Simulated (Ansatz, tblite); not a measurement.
# The cluster Be₇+: a ladder of methods and basis sets

The task here is to estimate one member of a computed series from the others.

Method: as each input shows; program: Ansatz 0.2.0, Gaussian basis.

Levels to be run: GFN1-xTB, GFN2-xTB, PBE/def2-TZVP, r2SCAN/def2-TZVP, HF/def2-TZVP, PBE-QIDH/def2-TZVP, BHLYP/def2-TZVP, LDA/def2-TZVP, revPBE/def2-TZVP, B2PLYP/def2-TZVP, ωB97X-V/def2-TZVP, PBE/def2-SVP, PBE0/def2-SVP, HF/6-31G, B3LYP/6-31G, CCSD(T)/def2-TZVPP, MP2/def2-TZVP, RPA/def2-TZVP.

2 further runs of the same task are left out: 2 set aside as unsound or not needed. Runs told in other sessions of the task aren't counted.

## The geometry

The doublet was relaxed beforehand with r2SCAN/def2-TZVP. At that level it is the lowest of the isomers that a small search found.

7 atoms, charge 1, spin multiplicity 2.

Bond lengths: Be1–Be2 2.140 Å, Be1–Be4 2.038 Å, Be1–Be5 2.211 Å, Be1–Be6 2.019 Å, Be2–Be3 2.097 Å, Be2–Be6 2.101 Å, Be2–Be7 2.095 Å, Be3–Be4 2.277 Å, Be3–Be5 2.059 Å, Be3–Be7 2.010 Å, Be4–Be5 2.108 Å, Be4–Be6 2.097 Å, Be5–Be7 2.095 Å. Angles: Be2–Be1–Be4 105.8°, Be2–Be1–Be5 98.5°, Be2–Be1–Be6 60.6°, Be4–Be1–Be5 59.3°, Be4–Be1–Be6 62.2°, Be5–Be1–Be6 107.0°, Be1–Be2–Be3 70.7°, Be1–Be2–Be6 56.8°, Be1–Be2–Be7 69.2°, Be3–Be2–Be6 68.4°, Be3–Be2–Be7 57.3°, Be6–Be2–Be7 112.6°, Be2–Be3–Be4 99.2°, Be2–Be3–Be5 104.9°, Be2–Be3–Be7 61.3°, Be4–Be3–Be5 57.9°, Be4–Be3–Be7 107.2°, Be5–Be3–Be7 62.0° and more.

The ion is computed in the gas phase, without counter-ions or solvent.

PBE0/def2-TZVP was run before; its log isn't repeated, and its numbers join the tables.

Set-up of the first run:

Tight binding, by tblite at 300 K electronic temperature and without a spin-polarisation term:

```python
tblite.interface.Calculator('GFN1-xTB', numbers, positions, charge=1, uhf=1).singlepoint()
```

Tight binding, by tblite at 300 K electronic temperature and without a spin-polarisation term:

```python
tblite.interface.Calculator('GFN2-xTB', numbers, positions, charge=1, uhf=1).singlepoint()
```

start.molden holds the orbitals of an earlier run on this state, given as this run's starting guess.

Contents of in.yaml:

```yaml
crystal:
  periodic: [false, false, false]
  atoms:
    - {symbol: Be, position_ang: [0.128726, 1.211645, -0.151712]}
    - {symbol: Be, position_ang: [-1.535789, 0.216153, 0.753340]}
    - {symbol: Be, position_ang: [-0.123966, -1.209784, 0.143834]}
    - {symbol: Be, position_ang: [0.830224, -0.064467, -1.577321]}
    - {symbol: Be, position_ang: [1.697186, -0.268649, 0.333719]}
    - {symbol: Be, position_ang: [-1.222940, 0.276487, -1.323810]}
    - {symbol: Be, position_ang: [0.226558, -0.161385, 1.821962]}
basis:
  gaussian: {orbitals: def2-TZVP, initial_orbitals: start.molden}
total_charge: 1
magnetization: {spin_polarized: true, initial_magnetization: 1}
hamiltonian: {xc: pbe}
scf: {omitted_lower_state_checks: [starts]}
output: {orbitals: {seedname: orbitals}}
```

Run with:

```bash
> ansatz run in.yaml --threads 4 --pin off --events-out ev --progress --plain --max-ram 3916MiB
```

Steps of the session up to this table: PBE/def2-TZVP; r2SCAN/def2-TZVP; HF/def2-TZVP; PBE-QIDH/def2-TZVP; BHLYP/def2-TZVP; LDA/def2-TZVP; revPBE/def2-TZVP; B2PLYP/def2-TZVP; ωB97X-V/def2-TZVP; PBE/def2-SVP; PBE0/def2-SVP; HF/6-31G; B3LYP/6-31G; CCSD(T)/def2-TZVPP; MP2/def2-TZVP; RPA/def2-TZVP.

One of the session's tables, all rows but one given; the rest of the session is left out.

| level | HOMO (eV) | LUMO (eV) | gap (eV) |
| --- | --- | --- | --- |
| HF/6-31G | ? | ? | ? |
| HF/def2-TZVP | -11.34 | -4.68 | 6.66 |
| LDA/def2-TZVP | -9.33 | -9.00 | 0.33 |
| PBE/def2-SVP | -9.36 | -8.74 | 0.62 |
| PBE/def2-TZVP | -9.32 | -8.70 | 0.62 |
| revPBE/def2-TZVP | -9.29 | -8.61 | 0.68 |
| r2SCAN/def2-TZVP | -9.42 | -8.31 | 1.10 |
| B3LYP/6-31G | -9.67 | -7.99 | 1.68 |
| PBE0/def2-SVP | -10.03 | -7.93 | 2.10 |
| PBE0/def2-TZVP | -10.07 | -7.88 | 2.18 |
| BHLYP/def2-TZVP | -10.34 | -7.04 | 3.30 |
| ωB97X-V/def2-TZVP | -11.44 | -6.21 | 5.23 |

Q: Estimate the row for HF/6-31G from the others.

As computed: HOMO (eV): -11.05; LUMO (eV): -4.52; gap (eV): 6.54. In the column «HOMO (eV)» it lies between HF/def2-TZVP (-11.34) and BHLYP/def2-TZVP (-10.34).

Limits of these values: Doubts: large T1 diagnostic, spin contamination. Notes on CCSD(T)/def2-TZVPP: large T1 diagnostic, spin contamination.
